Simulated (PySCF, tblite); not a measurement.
# C5H3NS: dynamics, then NMR shifts on frames

How do NMR shifts of C5H3NS (`C#Cc1cnsc1`) change as the atoms move?

Computed with tblite 0.8.0 and PySCF 2.14.0, with density-fitted response routines of our own, on a single molecule in the gas phase. Atoms count from 0, in the outputs and in this text.

## (1) The starting structure

10 atoms, charge 0, multiplicity 1; geometry from: GFN2-xTB.

Bonds of the start (Å): C0–C1 1.20, C1–C2 1.41, C2–C3 1.42, C3–N4 1.30, N4–S5 1.63, S5–C6 1.71, C6–C2 1.37, C0–H7 1.05, C3–H8 1.08, C6–H9 1.07.

## (2) Dynamics with GFN2-xTB

What the job is given:

```
{"job": {"kind": "md", "xc": "GFN2-xTB", "basis": "xTB", "temperature": 300, "steps": 2000, "every": 50, "frames": 5}, "charge": 0, "multiplicity": 1}
C      2.482613    -0.283645     0.526134
C      1.316047    -0.177000     0.263587
C     -0.051739    -0.034069    -0.035822
C     -0.862718     1.060006     0.369491
N     -2.108222     1.013985    -0.005317
S     -2.417990    -0.334957    -0.870967
C     -0.814568    -0.918363    -0.760077
H      3.501902    -0.377482     0.754348
H     -0.518132     1.898428     0.949354
H     -0.518309    -1.842249    -1.213259
```

With the program's defaults for keys left out, this is: GFN2-xTB Langevin dynamics, gas phase.

On the command line:

```
> OMP_NUM_THREADS=1 python probes_run.py task.json out
```

The driver reads the jobs from task.json and runs them one after another.

What it wrote:

```text
t/fs     T/K      E/eV
    0.0   254.2   -498.27771
   25.0   179.7   -498.14001
   50.0   165.2   -498.01928
   75.0   151.1   -498.10839
  100.0   142.4   -498.11926
  125.0   150.0   -498.13348
  150.0   135.2   -498.05776
  175.0   188.9   -498.07525
  200.0   172.0   -497.98733
  225.0   220.1   -497.99152
  250.0   271.3   -497.97037
  275.0   372.9   -498.06756
  300.0   355.7   -498.03607
  325.0   348.1   -498.00028
  350.0   223.2   -497.91597
  375.0   205.1   -497.90800
  400.0   232.9   -498.01673
  425.0   281.7   -498.09882
  450.0   320.4   -498.18541
  475.0   222.4   -497.97582
  500.0   311.8   -497.95404
  525.0   412.1   -497.93119
  550.0   368.5   -497.99777
  575.0   223.2   -497.85788
  600.0   319.5   -497.90875
  625.0   369.2   -497.87427
  650.0   365.0   -497.92540
  675.0   284.3   -497.87050
  700.0   388.5   -497.94149
  725.0   530.1   -498.05822
  750.0   485.2   -498.01549
  775.0   533.4   -497.95821
  800.0   530.6   -498.00244
  825.0   415.0   -497.87632
  850.0   342.0   -497.78166
  875.0   373.4   -497.79183
  900.0   372.2   -497.89891
  925.0   418.9   -497.88302
  950.0   379.0   -497.90720
  975.0   373.5   -497.88781
 1000.0   466.6   -497.93946
```

Wall time 9.5 s (1 thread of Arm Neoverse V1, shared host); peak memory 0.18 GiB.

Distance from the start (root mean square after alignment): 0 fs 0.00 Å, 200 fs 0.12 Å, 400 fs 0.15 Å, 600 fs 0.12 Å, 800 fs 0.12 Å, 1000 fs 0.18 Å.

Positions (Å) and forces (eV/Å) at 1000 fs:

```xyz
10

C     1.687   -0.315   -0.257   -1.129    0.194    0.032
C     0.536    0.028   -0.149    1.565   -0.323    0.107
C    -0.742    0.314    0.271   -1.001    1.555    0.998
C    -1.186    1.258    1.267    0.151   -0.587   -0.771
N    -2.457    1.240    1.540    0.097   -0.363   -0.348
S    -3.218    0.092    0.604   -1.528    0.924    1.104
C    -1.849   -0.318   -0.197    1.524   -1.887   -2.003
H     2.585   -0.776   -0.445    0.930   -0.134   -0.235
H    -0.517    1.979    1.664    0.145    0.360    0.592
H    -1.705   -1.051   -1.002   -0.754    0.259    0.524
```

## (3) Nuclear shieldings: 250 fs, PBE0/pcSseg-1

What the job is given:

```
{"job": {"kind": "nmr", "xc": "PBE0", "basis": "pcSseg-1", "pop": false}, "charge": 0, "multiplicity": 1}
C      2.354600    -0.012500    -0.004900
C      1.193700    -0.293100     0.147000
C     -0.232100    -0.233900     0.088600
C     -0.899400     0.945200     0.502200
N     -2.194800     0.909000     0.224200
S     -2.634200    -0.401300    -0.596500
C     -1.089300    -1.147000    -0.506900
H      3.417700     0.014500    -0.010700
H     -0.484000     1.819000     0.819000
H     -0.929200    -2.142900    -0.808200
```

With the program's defaults for keys left out, this is: GIAO PBE0/pcSseg-1 NMR shielding, non-relativistic, gas phase.

What it wrote:

```text
coarse grid: 9976 points
cycle   1  E = -644.6134512909  dE =  1.426e+00  |g| = 3.745e-01  |ddm| = 3.514e+00
cycle   2  E = -644.5932439326  dE =  2.021e-02  |g| = 4.652e-01  |ddm| = 1.203e+00
cycle   3  E = -644.6444404388  dE = -5.120e-02  |g| = 1.453e-01  |ddm| = 7.331e-01
cycle   4  E = -644.6491574169  dE = -4.717e-03  |g| = 4.728e-02  |ddm| = 1.836e-01
cycle   5  E = -644.6496827944  dE = -5.254e-04  |g| = 1.879e-02  |ddm| = 7.596e-02
cycle   6  E = -644.6497662416  dE = -8.345e-05  |g| = 6.852e-03  |ddm| = 2.460e-02
cycle   7  E = -644.6497771133  dE = -1.087e-05  |g| = 2.319e-03  |ddm| = 7.206e-03
cycle   8  E = -644.6497783394  dE = -1.226e-06  |g| = 6.325e-04  |ddm| = 2.212e-03
final grid: 94896 points
cycle   9  E = -644.6937222077  dE = -1.917e-05  |g| = 7.914e-03  |ddm| = 3.657e-02
cycle  10  E = -644.6936975002  dE =  2.471e-05  |g| = 1.250e-02  |ddm| = 2.181e-02
cycle  11  E = -644.6937364966  dE = -3.900e-05  |g| = 2.173e-03  |ddm| = 1.479e-02
cycle  12  E = -644.6937376279  dE = -1.131e-06  |g| = 4.540e-04  |ddm| = 1.842e-03
cycle  13  E = -644.6937376739  dE = -4.593e-08  |g| = 1.641e-04  |ddm| = 6.017e-04
cycle  14  E = -644.6937376794  dE = -5.537e-09  |g| = 7.360e-05  |ddm| = 2.436e-04
cycle  15  E = -644.6937376808  dE = -1.371e-09  |g| = 1.855e-05  |ddm| = 9.246e-05
cycle  16  E = -644.6937376808  dE = -6.673e-11  |g| = 6.469e-06  |ddm| = 2.163e-05
converged SCF energy = -644.6937376808

GIAO shielding tensors (ppm)
atom      isotropic    diamagn.    paramagn.     s11        s22        s33       span
  0 C       93.978     261.708    -167.730     25.689     45.877    210.368    184.679
  1 C      102.879     255.760    -152.881      2.956      6.481    299.200    296.244
  2 C       60.470     258.993    -198.523    -10.876     48.204    144.082    154.958
  3 C       17.154     246.673    -229.520    -69.862      9.773    111.550    181.412
  4 N      -94.761     327.631    -422.392   -390.077   -135.304    241.097    631.174
  5 S      104.401    1056.079    -951.678    -63.642    141.689    235.155    298.797
  6 C       25.801     252.656    -226.855    -76.358     11.881    141.880    218.238
  7 H       28.476      31.555      -3.080     24.015     25.017     36.395     12.381
  8 H       23.460      31.798      -8.338     20.466     22.679     27.236      6.771
  9 H       23.106      31.709      -8.602     20.856     22.463     26.000      5.144
```

It took 13 s on 1 thread of Arm Neoverse V1, shared host; peak memory 0.68 GiB.

Shifts follow as δ = σ(reference) − σ, with reference shieldings (ppm) from runs at the same level and on the same kind of geometry: ¹H TMS 31.72, ¹³C TMS 186.9, ¹⁵N NH3 267.7, ³³S CS2 504. The references are single molecules in the gas phase, so shifts against H2O, NH3, PH3, H3PO4 or CFCl3 are not on the usual liquid scales and can be off by tens of ppm. Each atom is listed at this fixed geometry, with no averaging over motion; a spectrum would average atoms that exchange fast.

```csv
atoms,environment,σ (ppm),δ (ppm)
C3,aromatic CH next to a ring nitrogen,17.2,169.8
C6,aromatic CH next to the ring sulfur,25.8,161.1
C2,substituted aromatic carbon,60.5,126.5
C0,terminal alkyne carbon,94.0,92.9
C1,alkyne carbon,102.9,84.0
H9,hydrogen on an aromatic CH next to the ring sulfur,23.11,8.61
H8,hydrogen on an aromatic CH next to a ring nitrogen,23.46,8.26
H7,hydrogen on a terminal alkyne carbon,28.48,3.24
N4,pyridine-type nitrogen of an azole,-94.8,362.5
S5,aromatic ring sulfur,104,399
```

Ring of atoms C2, C3, N4, S5, C6: NICS(0) -13.3, NICS(1) -12.3, NICS(1)zz -29.9 ppm (means of both faces).

## (4) Nuclear shieldings: 425 fs, PBE0/pcSseg-1

What the job is given:

```
{"job": {"kind": "nmr", "xc": "PBE0", "basis": "pcSseg-1", "pop": false}, "charge": 0, "multiplicity": 1}
C      2.396000    -0.324000     0.313300
C      1.232500    -0.187500     0.014000
C     -0.182800    -0.210200    -0.053400
C     -1.136000     0.546700     0.727500
N     -2.396300     0.354800     0.388200
S     -2.564800    -0.693400    -0.874900
C     -0.921100    -0.962000    -0.963000
H      3.422100    -0.263800     0.442200
H     -0.920700     1.272700     1.466800
H     -0.554700    -1.594700    -1.773800
```

With the program's defaults for keys left out, this is: GIAO PBE0/pcSseg-1 NMR shielding, non-relativistic, gas phase.

What it wrote:

```text
coarse grid: 9976 points
cycle   1  E = -644.6223698442  dE =  1.362e+00  |g| = 3.700e-01  |ddm| = 3.483e+00
cycle   2  E = -644.6039939311  dE =  1.838e-02  |g| = 4.565e-01  |ddm| = 1.186e+00
cycle   3  E = -644.6527069485  dE = -4.871e-02  |g| = 1.423e-01  |ddm| = 7.075e-01
cycle   4  E = -644.6570684466  dE = -4.361e-03  |g| = 4.877e-02  |ddm| = 1.743e-01
cycle   5  E = -644.6576262660  dE = -5.578e-04  |g| = 1.851e-02  |ddm| = 7.476e-02
cycle   6  E = -644.6577051597  dE = -7.889e-05  |g| = 6.880e-03  |ddm| = 2.370e-02
cycle   7  E = -644.6577166704  dE = -1.151e-05  |g| = 2.164e-03  |ddm| = 7.860e-03
cycle   8  E = -644.6577177426  dE = -1.072e-06  |g| = 5.834e-04  |ddm| = 2.326e-03
final grid: 94896 points
cycle   9  E = -644.7014808851  dE = -1.846e-05  |g| = 7.813e-03  |ddm| = 3.798e-02
cycle  10  E = -644.7014562953  dE =  2.459e-05  |g| = 1.240e-02  |ddm| = 2.121e-02
cycle  11  E = -644.7014949738  dE = -3.868e-05  |g| = 2.088e-03  |ddm| = 1.455e-02
cycle  12  E = -644.7014960200  dE = -1.046e-06  |g| = 4.704e-04  |ddm| = 1.849e-03
cycle  13  E = -644.7014960693  dE = -4.933e-08  |g| = 1.746e-04  |ddm| = 6.213e-04
cycle  14  E = -644.7014960759  dE = -6.579e-09  |g| = 7.025e-05  |ddm| = 2.460e-04
cycle  15  E = -644.7014960771  dE = -1.217e-09  |g| = 1.952e-05  |ddm| = 9.063e-05
cycle  16  E = -644.7014960772  dE = -7.594e-11  |g| = 6.425e-06  |ddm| = 2.503e-05
converged SCF energy = -644.7014960772

GIAO shielding tensors (ppm)
atom      isotropic    diamagn.    paramagn.     s11        s22        s33       span
  0 C       93.225     262.371    -169.146     25.656     46.909    207.110    181.454
  1 C      105.238     253.239    -148.001      5.759      9.941    300.013    294.254
  2 C       59.500     254.016    -194.516     -8.544     51.099    135.943    144.487
  3 C       18.955     247.452    -228.497    -66.335      5.304    117.896    184.231
  4 N      -96.339     326.694    -423.033   -372.955   -133.924    217.861    590.816
  5 S      127.442    1056.598    -929.156   -105.335    207.005    280.655    385.990
  6 C       25.891     253.650    -227.759    -70.805      7.184    141.295    212.101
  7 H       29.096      32.958      -3.862     24.676     25.675     36.938     12.262
  8 H       23.047      30.023      -6.976     20.260     23.057     25.824      5.565
  9 H       23.135      30.277      -7.142     21.356     22.332     25.717      4.361
```

It took 13 s on 1 thread of Arm Neoverse V1, shared host; peak memory 0.7 GiB.

Key values: δ C3 168.0, C6 161.0, C2 127.4, C0 93.7, H8 8.67, H9 8.58 ppm.

## (5) NMR shieldings: 625 fs, PBE0/pcSseg-1

What the job is given:

```
{"job": {"kind": "nmr", "xc": "PBE0", "basis": "pcSseg-1", "pop": false}, "charge": 0, "multiplicity": 1}
C      2.445000    -0.292600     0.201600
C      1.208300    -0.274600     0.242800
C     -0.189500    -0.386000     0.128600
C     -1.081000     0.143700     1.110900
N     -2.324200     0.082400     0.791800
S     -2.574600    -0.728700    -0.545500
C     -0.888700    -0.994000    -0.815500
H      3.454200    -0.554800     0.309700
H     -0.767200     0.474900     2.075100
H     -0.405000    -1.489700    -1.633200
```

With the program's defaults for keys left out, this is: GIAO PBE0/pcSseg-1 NMR shielding, non-relativistic, gas phase.

What it wrote:

```text
coarse grid: 9976 points
cycle   1  E = -644.6161827465  dE =  1.540e+00  |g| = 3.613e-01  |ddm| = 3.565e+00
cycle   2  E = -644.6048809088  dE =  1.130e-02  |g| = 4.204e-01  |ddm| = 1.118e+00
cycle   3  E = -644.6462735656  dE = -4.139e-02  |g| = 1.135e-01  |ddm| = 6.483e-01
cycle   4  E = -644.6489217044  dE = -2.648e-03  |g| = 4.477e-02  |ddm| = 1.475e-01
cycle   5  E = -644.6493859324  dE = -4.642e-04  |g| = 1.736e-02  |ddm| = 6.690e-02
cycle   6  E = -644.6494512466  dE = -6.531e-05  |g| = 7.370e-03  |ddm| = 2.245e-02
cycle   7  E = -644.6494643755  dE = -1.313e-05  |g| = 2.080e-03  |ddm| = 7.513e-03
cycle   8  E = -644.6494653540  dE = -9.786e-07  |g| = 5.680e-04  |ddm| = 1.952e-03
final grid: 94896 points
cycle   9  E = -644.6931092800  dE = -1.897e-05  |g| = 7.648e-03  |ddm| = 5.764e-02
cycle  10  E = -644.6930898978  dE =  1.938e-05  |g| = 1.147e-02  |ddm| = 2.114e-02
cycle  11  E = -644.6931222738  dE = -3.238e-05  |g| = 2.378e-03  |ddm| = 1.431e-02
cycle  12  E = -644.6931236376  dE = -1.364e-06  |g| = 4.918e-04  |ddm| = 2.071e-03
cycle  13  E = -644.6931236944  dE = -5.678e-08  |g| = 1.500e-04  |ddm| = 5.958e-04
cycle  14  E = -644.6931236993  dE = -4.888e-09  |g| = 5.980e-05  |ddm| = 2.086e-04
cycle  15  E = -644.6931237002  dE = -8.641e-10  |g| = 1.953e-05  |ddm| = 8.022e-05
converged SCF energy = -644.6931237002

GIAO shielding tensors (ppm)
atom      isotropic    diamagn.    paramagn.     s11        s22        s33       span
  0 C       89.148     262.614    -173.466     14.550     44.612    208.283    193.733
  1 C       99.276     248.592    -149.317     -4.645      1.406    301.066    305.711
  2 C       64.495     259.041    -194.547    -11.472     55.571    149.385    160.857
  3 C       25.579     248.125    -222.545    -43.524     13.844    106.417    149.941
  4 N      -53.087     327.649    -380.736   -325.166   -100.236    266.141    591.307
  5 S      147.697    1056.271    -908.575     16.721    167.437    258.932    242.211
  6 C       27.282     252.358    -225.076    -70.359     13.678    138.526    208.884
  7 H       28.191      32.927      -4.736     23.552     24.909     36.113     12.561
  8 H       23.638      29.746      -6.108     20.071     24.622     26.220      6.149
  9 H       23.228      31.176      -7.948     21.846     22.061     25.777      3.932
```

It took 12 s on 1 thread of Arm Neoverse V1, shared host; peak memory 0.7 GiB.

In short: δ C3 161.3, C6 159.6, C2 122.4, C0 97.8, H9 8.49, H8 8.08 ppm.

## (6) NMR shieldings: 800 fs, PBE0/pcSseg-1

What the job is given:

```
{"job": {"kind": "nmr", "xc": "PBE0", "basis": "pcSseg-1", "pop": false}, "charge": 0, "multiplicity": 1}
C      2.122600    -0.708900     0.015500
C      1.035400    -0.272500     0.228300
C     -0.309900     0.057100     0.232100
C     -0.905700     0.779800     1.331500
N     -2.207100     0.910800     1.209300
S     -2.840900    -0.040300     0.011600
C     -1.302900    -0.520200    -0.521500
H      3.153300    -0.977900    -0.007600
H     -0.370800     1.418300     2.049600
H     -1.138700    -1.290400    -1.260000
```

Method: GIAO PBE0/pcSseg-1 NMR shielding, non-relativistic, gas phase.

What it wrote:

```text
coarse grid: 9976 points
cycle   1  E = -644.6143651450  dE =  1.406e+00  |g| = 3.899e-01  |ddm| = 3.483e+00
cycle   2  E = -644.5946002363  dE =  1.976e-02  |g| = 4.755e-01  |ddm| = 1.188e+00
cycle   3  E = -644.6491027407  dE = -5.450e-02  |g| = 1.393e-01  |ddm| = 7.002e-01
cycle   4  E = -644.6533847055  dE = -4.282e-03  |g| = 4.536e-02  |ddm| = 1.692e-01
cycle   5  E = -644.6538877341  dE = -5.030e-04  |g| = 1.541e-02  |ddm| = 7.063e-02
cycle   6  E = -644.6539434086  dE = -5.567e-05  |g| = 6.561e-03  |ddm| = 2.367e-02
cycle   7  E = -644.6539528702  dE = -9.462e-06  |g| = 2.313e-03  |ddm| = 7.499e-03
final grid: 94896 points
cycle   8  E = -644.6977340555  dE = -1.525e-05  |g| = 8.578e-03  |ddm| = 4.394e-02
cycle   9  E = -644.6977088285  dE =  2.523e-05  |g| = 1.336e-02  |ddm| = 1.933e-02
cycle  10  E = -644.6977505857  dE = -4.176e-05  |g| = 1.849e-03  |ddm| = 1.207e-02
cycle  11  E = -644.6977514091  dE = -8.234e-07  |g| = 4.558e-04  |ddm| = 1.927e-03
cycle  12  E = -644.6977514638  dE = -5.472e-08  |g| = 1.094e-04  |ddm| = 6.445e-04
cycle  13  E = -644.6977514664  dE = -2.540e-09  |g| = 4.914e-05  |ddm| = 1.500e-04
cycle  14  E = -644.6977514669  dE = -5.020e-10  |g| = 1.316e-05  |ddm| = 5.048e-05
converged SCF energy = -644.6977514669

GIAO shielding tensors (ppm)
atom      isotropic    diamagn.    paramagn.     s11        s22        s33       span
  0 C       93.033     260.894    -167.861     26.464     50.593    202.041    175.577
  1 C      106.329     252.767    -146.437      6.725     10.001    302.262    295.536
  2 C       60.879     254.560    -193.681     -4.180     47.353    139.464    143.644
  3 C       16.011     249.543    -233.532    -72.975     10.123    110.884    183.860
  4 N     -107.038     326.597    -433.635   -396.327   -136.424    211.638    607.965
  5 S      112.549    1056.384    -943.835    -99.736    202.850    234.534    334.270
  6 C       23.327     254.050    -230.723    -72.968      5.341    137.608    210.576
  7 H       28.267      32.341      -4.074     24.047     25.001     35.754     11.707
  8 H       22.495      27.868      -5.373     19.747     22.669     25.067      5.320
  9 H       23.073      30.813      -7.740     21.599     22.042     25.577      3.979
```

Run time: 12 s. Hardware: 1 thread of Arm Neoverse V1, shared host; peak memory 0.7 GiB.

In short: δ C3 170.9, C6 163.6, C2 126.0, C0 93.9, H8 9.22, H9 8.64 ppm.

## (7) Shielding tensors: 1000 fs, PBE0/pcSseg-1

What the job is given:

```
{"job": {"kind": "nmr", "xc": "PBE0", "basis": "pcSseg-1", "pop": false}, "charge": 0, "multiplicity": 1}
C      1.686700    -0.315200    -0.257100
C      0.535600     0.027900    -0.149100
C     -0.741700     0.314400     0.270900
C     -1.185600     1.258200     1.267300
N     -2.457000     1.239500     1.539900
S     -3.217600     0.091600     0.603900
C     -1.849000    -0.317600    -0.197300
H      2.585300    -0.775900    -0.445000
H     -0.517000     1.979200     1.663800
H     -1.704700    -1.050900    -1.001900
```

With the program's defaults for keys left out, this is: GIAO PBE0/pcSseg-1 NMR shielding, non-relativistic, gas phase.

What it wrote:

```text
coarse grid: 9976 points
cycle   1  E = -644.6168316395  dE =  1.531e+00  |g| = 3.737e-01  |ddm| = 3.563e+00
cycle   2  E = -644.6047703212  dE =  1.206e-02  |g| = 4.254e-01  |ddm| = 1.127e+00
cycle   3  E = -644.6492146696  dE = -4.444e-02  |g| = 1.235e-01  |ddm| = 6.750e-01
cycle   4  E = -644.6526170059  dE = -3.402e-03  |g| = 4.386e-02  |ddm| = 1.657e-01
cycle   5  E = -644.6530610319  dE = -4.440e-04  |g| = 1.665e-02  |ddm| = 7.367e-02
cycle   6  E = -644.6531232418  dE = -6.221e-05  |g| = 6.808e-03  |ddm| = 2.335e-02
cycle   7  E = -644.6531338882  dE = -1.065e-05  |g| = 1.993e-03  |ddm| = 7.118e-03
cycle   8  E = -644.6531347728  dE = -8.846e-07  |g| = 6.191e-04  |ddm| = 1.894e-03
final grid: 94896 points
cycle   9  E = -644.6967593907  dE = -1.962e-05  |g| = 7.813e-03  |ddm| = 4.400e-02
cycle  10  E = -644.6967370983  dE =  2.229e-05  |g| = 1.209e-02  |ddm| = 2.211e-02
cycle  11  E = -644.6967733160  dE = -3.622e-05  |g| = 2.077e-03  |ddm| = 1.513e-02
cycle  12  E = -644.6967743532  dE = -1.037e-06  |g| = 4.524e-04  |ddm| = 1.851e-03
cycle  13  E = -644.6967743976  dE = -4.442e-08  |g| = 1.855e-04  |ddm| = 6.077e-04
cycle  14  E = -644.6967744051  dE = -7.549e-09  |g| = 6.862e-05  |ddm| = 2.575e-04
cycle  15  E = -644.6967744063  dE = -1.143e-09  |g| = 1.961e-05  |ddm| = 9.157e-05
cycle  16  E = -644.6967744064  dE = -7.412e-11  |g| = 6.503e-06  |ddm| = 2.244e-05
converged SCF energy = -644.6967744064

GIAO shielding tensors (ppm)
atom      isotropic    diamagn.    paramagn.     s11        s22        s33       span
  0 C       90.761     261.979    -171.218     22.284     48.168    201.830    179.546
  1 C      104.751     251.574    -146.823      1.674      9.725    302.855    301.181
  2 C       59.059     255.837    -196.777    -12.720     55.354    134.545    147.265
  3 C       21.977     248.235    -226.258    -57.884      4.144    119.670    177.553
  4 N      -77.425     328.864    -406.289   -320.390   -122.637    210.751    531.141
  5 S      149.124    1056.628    -907.504    -27.756    206.037    269.089    296.844
  6 C       33.604     255.172    -221.568    -68.129     22.954    145.986    214.115
  7 H       28.986      34.444      -5.458     24.566     25.792     36.598     12.032
  8 H       23.312      29.892      -6.580     20.582     23.091     26.263      5.681
  9 H       23.084      30.469      -7.385     21.144     22.689     25.420      4.277
```

It took 12 s on 1 thread of Arm Neoverse V1, shared host; peak memory 0.7 GiB.

In short: δ C3 164.9, C6 153.3, C2 127.9, C0 96.2, H9 8.63, H8 8.41 ppm.

## (8) Comparing the runs: NMR shifts

Shifts (ppm) of some atoms, chosen among heavy atoms and hydrogens apart, with basis size and wall time:

```csv
frame,C3,C6,C1,H8,H7,N4,S5,functions,time
250 fs,169.8,161.1,84.0,8.26,3.24,362.5,399,141,13 s
425 fs,168.0,161.0,81.7,8.67,2.62,364.1,376,141,13 s
625 fs,161.3,159.6,87.6,8.08,3.53,320.8,356,141,12 s
800 fs,170.9,163.6,80.6,9.22,3.45,374.8,391,141,12 s
1000 fs,164.9,153.3,82.2,8.41,2.73,345.2,355,141,12 s
```

## (9) Summary of results

```
                                      quantity                                value
                                    thermostat                                300 K
                 mean temperature, second half                                393 K
       mean potential energy above the minimum                              0.36 eV
¹³C shifts against TMS (PBE0/pcSseg-1, 250 fs)  169.8, 161.1, 126.5, 92.9, 84.0 ppm
 ¹H shifts against TMS (PBE0/pcSseg-1, 250 fs)                 8.61, 8.26, 3.24 ppm
¹⁵N shifts against NH3 (PBE0/pcSseg-1, 250 fs)                            362.5 ppm
³³S shifts against CS2 (PBE0/pcSseg-1, 250 fs)                              399 ppm
                      range of the shift of N4                   320.8 to 374.8 ppm
```

In the second half the potential energy averages 0.36 eV above the minimum; equipartition over 24 harmonic modes at 300 K would give 0.31 eV. With 10 atoms the temperature swings widely (135 to 533 K). Shifts at one fixed geometry are not the observed spectrum, which averages over the motion. In the first frame run (250 fs): Shielding is most anisotropic at N4 (span 631 ppm, paramagnetic term -422 ppm). NICS(1)zz of -30 ppm above the planar ring from C2 marks a diatropic (aromatic) ring current. In ppm, N4 moves most: its shift spreads over 54.0 ppm, from 320.8 (625 fs) to 374.8 (800 fs).
